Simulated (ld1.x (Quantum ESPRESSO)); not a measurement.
# Hf: related potentials compared, part 2 of 2

One potential is built and tested. Then a few of its settings are changed, to learn what that costs or gains.

ld1.x (Quantum ESPRESSO) 7.5; first potential PBE, scalar-relativistic. Earlier steps stand in the parts before.

**6. Changed: local potential all-electron potential smoothed inside 2.15 bohr (lloc = -1) …**

In full, the change is: local potential all-electron potential smoothed inside 2.15 bohr (lloc = -1); augmentation BESSEL, radius 1.70 bohr.

File Hf.in:

```
 &input
   title='Hf', zed=72., rel=1, dft='PBE', iswitch=3,
   config='[Xe] 4f14 5d2 5f-2 6s0 6p0',
   nld=4, rlderiv=3.15, eminld=-8.0, emaxld=5.0, deld=0.04
 /
 &inputp
   pseudotype=3, lpaw=.true., tm=.true., lloc=-1, rcloc=2.15,
   nlcc=.false.,
   which_augfun='BESSEL', rmatch_augfun=1.70,
   file_pseudopw='Hf.UPF', file_wfcaegen='ae.wfc', file_wfcncgen='nc.wfc', file_beta='beta', file_chi='chi', file_wfcusgen='us.wfc'
 /
8
5S  1  0   2.00   0.00  2.00  2.35  0.0
6S  2  0   0.00   0.00  2.00  2.35  0.0
5P  2  1   6.00   0.00  2.45  2.60  0.0
6P  3  1   0.00   0.00  2.45  2.60  0.0
5D  3  2   2.00   0.00  2.10  2.65  0.0
5D  3  2   0.00  -0.85  2.10  2.65  0.0
5F  4  3  -2.00   0.20  2.35  2.90  0.0
5F  4  3  -2.00   2.45  2.35  2.90  0.0
 &test
   configts(1)='5s2 5p6 5d2 6s0 6p0'
 /
```

Run with:

```bash
$ ld1.x < Hf.in > Hf.out
```

The output, Hf.out (without the banner and most projector matrices):

```text
     Program LD1 v.7.5
     [... all-electron run as in step 2 ...]


     --------------------- Generating PAW atomic setup --------------------

      Generating local potential from pseudized AE potential:
      Matching radius rcloc =   2.1500

      Local pseudo, rcloc= 2.167 Estimated cut-off energy=     4.98 Ry

      Computing core charge for PAW:

       r > 0.91 : true rho core
       r < 0.91 : rho core = a sin(br)/r    a=  28.85  b=   2.88

      Integrated core pseudo-charge :  13.09
      Wfc-us  5S rcutus= 2.336  Estimated cut-off energy=    10.75 Ry
      Wfc-us  6S rcutus= 2.336  Estimated cut-off energy=    22.04 Ry
      Wfc-us  5P rcutus= 2.581  Estimated cut-off energy=    13.29 Ry
      Wfc-us  6P rcutus= 2.581  Estimated cut-off energy=    10.26 Ry
      Wfc-us  5D rcutus= 2.647  Estimated cut-off energy=    16.63 Ry
      Wfc-us  5D rcutus= 2.647  Estimated cut-off energy=    19.13 Ry
      Wfc-us  5F rcutus= 2.925  Estimated cut-off energy=    17.51 Ry
      Wfc-us  5F rcutus= 2.925  Estimated cut-off energy=    27.47 Ry

     Required augmentation: BESSEL   radius:    1.700000
     Suggested rho cutoff for augmentation:  52.94 Ry

     Estimated PAW energy = -694.035319 Ryd

     The PAW screened D coefficients
    -1.51932     3.08791     0.00000     0.00000     0.00000     0.00000
     0.00000     0.00000
     3.08791     3.09272     0.00000     0.00000     0.00000     0.00000
     0.00000     0.00000
     0.00000     0.00000    -2.24721    -0.61235     0.00000     0.00000
     0.00000     0.00000
     0.00000     0.00000    -0.61235     0.06628     0.00000     0.00000
     0.00000     0.00000
     0.00000     0.00000     0.00000     0.00000    -0.42477    -0.25436
     0.00000     0.00000
     0.00000     0.00000     0.00000     0.00000    -0.25436    -0.15011
     0.00000     0.00000
     0.00000     0.00000     0.00000     0.00000     0.00000     0.00000
     0.01414     0.02492
     0.00000     0.00000     0.00000     0.00000     0.00000     0.00000
     0.02492     0.04891

     The PAW descreened D coefficients (US)
     2.06438    -0.06948     0.00000     0.00000     0.00000     0.00000
     0.00000     0.00000
    -0.06948    -1.60827     0.00000     0.00000     0.00000     0.00000
     0.00000     0.00000
     0.00000     0.00000     3.37948     1.60807     0.00000     0.00000
     0.00000     0.00000
     0.00000     0.00000     1.60807     0.48087     0.00000     0.00000
     0.00000     0.00000
     0.00000     0.00000     0.00000     0.00000     1.65565     1.11054
     0.00000     0.00000
     0.00000     0.00000     0.00000     0.00000     1.11054     0.74397
     0.00000     0.00000
     0.00000     0.00000     0.00000     0.00000     0.00000     0.00000
     0.07115     0.13313
     0.00000     0.00000     0.00000     0.00000     0.00000     0.00000
     0.13313     0.28699

     ------------------- End of pseudopotential generation -------------------

     [... all-electron run as in step 2 ...]


     Computing logarithmic derivative in   3.13335
     Computing logarithmic derivative in   3.13335
     Computing the partial wave expansion
     R is outside the sphere for l=    0 j= 0.00
     R is outside the sphere for l=    0 j= 0.00
     R is outside the sphere for l=    1 j= 0.00
     R is outside the sphere for l=    1 j= 0.00
     R is outside the sphere for l=    2 j= 0.00
     R is outside the sphere for l=    2 j= 0.00
     R is outside the sphere for l=    3 j= 0.00
     R is outside the sphere for l=    3 j= 0.00

     ---------------------- Testing the pseudopotential ----------------------

     Hf
     scalar relativistic calculation

     atomic number is 72.00   valence charge is 12.00
     dft = SLA  PW   PBX  PBC   lsd =0 sic =0 latt =0  beta=0.20 tr2=1.0E-14
     mesh =1271 r(mesh) =  99.31870 xmin = -7.00 dx = 0.01250

     n l     nl             e AE (Ry)        e PS (Ry)    De AE-PS (Ry)
     1 0     5S   1( 2.00)       -6.03295       -6.03303        0.00008
     2 1     5P   1( 6.00)       -3.72086       -3.72093        0.00007
     3 2     5D   1( 2.00)       -1.22774       -1.22779        0.00005
     2 0     6S   1( 0.00)       -1.28626       -1.28632        0.00006
     3 1     6P   1( 0.00)       -0.88327       -0.88333        0.00006

     eps = 8.3E-15  iter =  5

     Etot =  -30154.814543 Ry,  -15077.407272 Ha, -410277.152854 eV
     Etotps =  -694.035347 Ry,    -347.017674 Ha,   -9442.831954 eV

     Ekin =     197.261973 Ry,      98.630986 Ha,    2683.885863 eV
     Encl =    -339.826231 Ry,    -169.913115 Ha,   -4623.571413 eV
     Ehrt =      63.002973 Ry,      31.501487 Ha,     857.199122 eV
     Ecxc =    -614.474062 Ry,    -307.237031 Ha,   -8360.345526 eV

     ---------------------- End of pseudopotential test ----------------------
```

It took 2.9 s on 1 thread, shared host. This counts the later configuration tests of the new file too.

The test run was repeated on this file; only its results are given.

4 tests gave no usable energy difference (5s2 5p5 5d2 6s2 6p0; 5s2 5p6 5d2 6s0 6p2; 5s1 5p6 5d2 6s2 6p0; 5s2 5p6 5d2 6s1 6p1); the test run stopped with "negative rho".

Excitation and ionisation energies from 5s2 5p6 5d2 6s0 6p0, with the error of the potential.

```csv
valence configuration,charge,ΔE all-electron (eV),error AE − PS (meV)
5s2 5p6 5d2 6s2 6p0,0,-22.156,+46
5s2 5p6 5d2 6s1 6p0,+1,-14.180,+16
5s2 5p6 5d1 6s0 6p0,+3,21.794,-46
```

Against the first potential, the largest error in the tests that it solved is -46 meV (5s2 5p6 5d1 6s0 6p0), the overlap operator is still not positive definite and the phase difference near zero goes from 0.03 to 0.06 rad.

**7. Changed: core correction a·sin(br)/r model core inside 2.64 bohr (was none); augmentation BESSEL …**

In full, the change is: core correction a·sin(br)/r model core inside 2.64 bohr (was none); augmentation BESSEL, radius 1.70 bohr.

Changes to Hf.in since step 6:

```diff
@@ -6,4 +6,4 @@
  &inputp
-   pseudotype=3, lpaw=.true., tm=.true., lloc=-1, rcloc=2.15,
-   nlcc=.false.,
+   pseudotype=3, lpaw=.true., tm=.true., lloc=-1, rcloc=2.05,
+   nlcc=.true., rcore=2.64,
    which_augfun='BESSEL', rmatch_augfun=1.70,
```

Run with:

```bash
$ ld1.x < Hf.in > Hf.out
```

What the program wrote to Hf.out (without the banner and most projector matrices):

```text
     Program LD1 v.7.5
     [... all-electron run as in step 2 ...]


     --------------------- Generating PAW atomic setup --------------------

      Generating local potential from pseudized AE potential:
      Matching radius rcloc =   2.0500

      Local pseudo, rcloc= 2.061 Estimated cut-off energy=     5.53 Ry

      Computing core charge for nlcc:

       r > 2.65 : true rho core
       r < 2.65 : rho core = a sin(br)/r    a=   0.06  b=   1.06

      Integrated core pseudo-charge :   0.18
      Wfc-us  5S rcutus= 2.336  Estimated cut-off energy=    10.75 Ry
      Wfc-us  6S rcutus= 2.336  Estimated cut-off energy=    22.04 Ry
      Wfc-us  5P rcutus= 2.581  Estimated cut-off energy=    13.29 Ry
      Wfc-us  6P rcutus= 2.581  Estimated cut-off energy=    10.26 Ry
      Wfc-us  5D rcutus= 2.647  Estimated cut-off energy=    16.63 Ry
      Wfc-us  5D rcutus= 2.647  Estimated cut-off energy=    19.13 Ry
      Wfc-us  5F rcutus= 2.925  Estimated cut-off energy=    17.51 Ry
      Wfc-us  5F rcutus= 2.925  Estimated cut-off energy=    27.47 Ry

     Required augmentation: BESSEL   radius:    1.700000
     Suggested rho cutoff for augmentation:  52.94 Ry

     Estimated PAW energy = -694.035550 Ryd

     The PAW screened D coefficients
    -1.08555     3.58994     0.00000     0.00000     0.00000     0.00000
     0.00000     0.00000
     3.58994     3.75495     0.00000     0.00000     0.00000     0.00000
     0.00000     0.00000
     0.00000     0.00000    -2.12331    -0.61043     0.00000     0.00000
     0.00000     0.00000
     0.00000     0.00000    -0.61043     0.06709     0.00000     0.00000
     0.00000     0.00000
     0.00000     0.00000     0.00000     0.00000    -0.37285    -0.22086
     0.00000     0.00000
     0.00000     0.00000     0.00000     0.00000    -0.22086    -0.12843
     0.00000     0.00000
     0.00000     0.00000     0.00000     0.00000     0.00000     0.00000
     0.01745     0.03248
     0.00000     0.00000     0.00000     0.00000     0.00000     0.00000
     0.03248     0.06716

     The PAW descreened D coefficients (US)
     2.61848     0.10434     0.00000     0.00000     0.00000     0.00000
     0.00000     0.00000
     0.10434    -1.43020     0.00000     0.00000     0.00000     0.00000
     0.00000     0.00000
     0.00000     0.00000     3.82337     1.74852     0.00000     0.00000
     0.00000     0.00000
     0.00000     0.00000     1.74852     0.50601     0.00000     0.00000
     0.00000     0.00000
     0.00000     0.00000     0.00000     0.00000     1.81632     1.21693
     0.00000     0.00000
     0.00000     0.00000     0.00000     0.00000     1.21693     0.81382
     0.00000     0.00000
     0.00000     0.00000     0.00000     0.00000     0.00000     0.00000
     0.07424     0.14417
     0.00000     0.00000     0.00000     0.00000     0.00000     0.00000
     0.14417     0.31309

     ------------------- End of pseudopotential generation -------------------

     [... all-electron run as in step 2 ...]


     Computing logarithmic derivative in   3.13335
     Computing logarithmic derivative in   3.13335
     Computing the partial wave expansion
     R is outside the sphere for l=    0 j= 0.00
     R is outside the sphere for l=    0 j= 0.00
     R is outside the sphere for l=    1 j= 0.00
     R is outside the sphere for l=    1 j= 0.00
     R is outside the sphere for l=    2 j= 0.00
     R is outside the sphere for l=    2 j= 0.00
     R is outside the sphere for l=    3 j= 0.00
     R is outside the sphere for l=    3 j= 0.00

     ---------------------- Testing the pseudopotential ----------------------

     Hf
     scalar relativistic calculation

     atomic number is 72.00   valence charge is 12.00
     dft = SLA  PW   PBX  PBC   lsd =0 sic =0 latt =0  beta=0.20 tr2=1.0E-14
     mesh =1271 r(mesh) =  99.31870 xmin = -7.00 dx = 0.01250

     n l     nl             e AE (Ry)        e PS (Ry)    De AE-PS (Ry)
     1 0     5S   1( 2.00)       -6.03295       -6.03295       -0.00000
     2 1     5P   1( 6.00)       -3.72086       -3.72086       -0.00000
     3 2     5D   1( 2.00)       -1.22774       -1.22774        0.00000
     2 0     6S   1( 0.00)       -1.28626       -1.28627        0.00000
     3 1     6P   1( 0.00)       -0.88327       -0.88327       -0.00000

     eps = 8.2E-16  iter =  3

     Etot =  -30154.814543 Ry,  -15077.407272 Ha, -410277.152854 eV
     Etotps =  -694.035548 Ry,    -347.017774 Ha,   -9442.834683 eV

     Ekin =     197.265325 Ry,      98.632662 Ha,    2683.931475 eV
     Encl =    -339.829887 Ry,    -169.914943 Ha,   -4623.621151 eV
     Ehrt =      63.003651 Ry,      31.501825 Ha,     857.208336 eV
     Ecxc =    -614.474637 Ry,    -307.237318 Ha,   -8360.353343 eV
     (Ecc =      -0.046691 Ry,      -0.023346 Ha,      -0.635268 eV)

     ---------------------- End of pseudopotential test ----------------------
```

Wall time 2.9 s (1 thread, shared host). (Generation and the later configuration tests together.)

The new file went through the configuration test as well (its log is not shown).

4 tests gave no usable energy difference (5s2 5p5 5d2 6s2 6p0; 5s2 5p6 5d2 6s0 6p2; 5s1 5p6 5d2 6s2 6p0; 5s2 5p6 5d2 6s1 6p1); the test run stopped with "negative rho".

Energies count from the reference configuration 5s2 5p6 5d2 6s0 6p0; the error is all-electron less pseudo.

```csv
valence configuration,charge,ΔE all-electron (eV),error AE − PS (meV)
5s2 5p6 5d2 6s2 6p0,0,-22.156,+19
5s2 5p6 5d2 6s1 6p0,+1,-14.180,+7.4
5s2 5p6 5d1 6s0 6p0,+3,21.794,-45
```

Compared with the first run, the largest error in the tests that it solved is -45 meV (5s2 5p6 5d1 6s0 6p0) and the overlap operator is still not positive definite. The cutoff and ghost tests hold the potential at its reference, so a core or compensation setting can't move them.

**8. All runs side by side**

What follows sums up all 2 parts.

No cutoffs could be read for these potentials. Test errors are all-electron less pseudo. The phase difference is the largest within 1 Ry of zero, over the channels with partial waves.

```tsv
change	outcome	bound ghosts	largest test error (meV)	phase difference near zero (rad)	lowest overlap eigenvalue (Bessel basis)
first potential	generated, overlap not positive	not determined	-43 (4 tests unsolved)	0.025	-0.001
local potential all-electron potential smoothed inside 2.15 bohr (lloc = -1); augmentation BESSEL, radius 1.70 bohr	generated, overlap not positive	not determined	-46 (4 tests unsolved)	0.063	-0.035
core correction a·sin(br)/r model core inside 2.64 bohr (was none); augmentation BESSEL, radius 1.70 bohr	generated, overlap not positive	not determined	-45 (4 tests unsolved)	0.025	-0.001
```

In words: 

The first potential by itself. The overlap operator is not positive definite in s, so a plane-wave run would break down once the basis is large enough. The worst unpolarised test, 5s2 5p6 5d1 6s0 6p0, is off by 43 meV on 21.8 eV; by total energies transferability rates as fair where solved. The test run broke off, so later configurations gave nothing; the verdict rests on few tests.
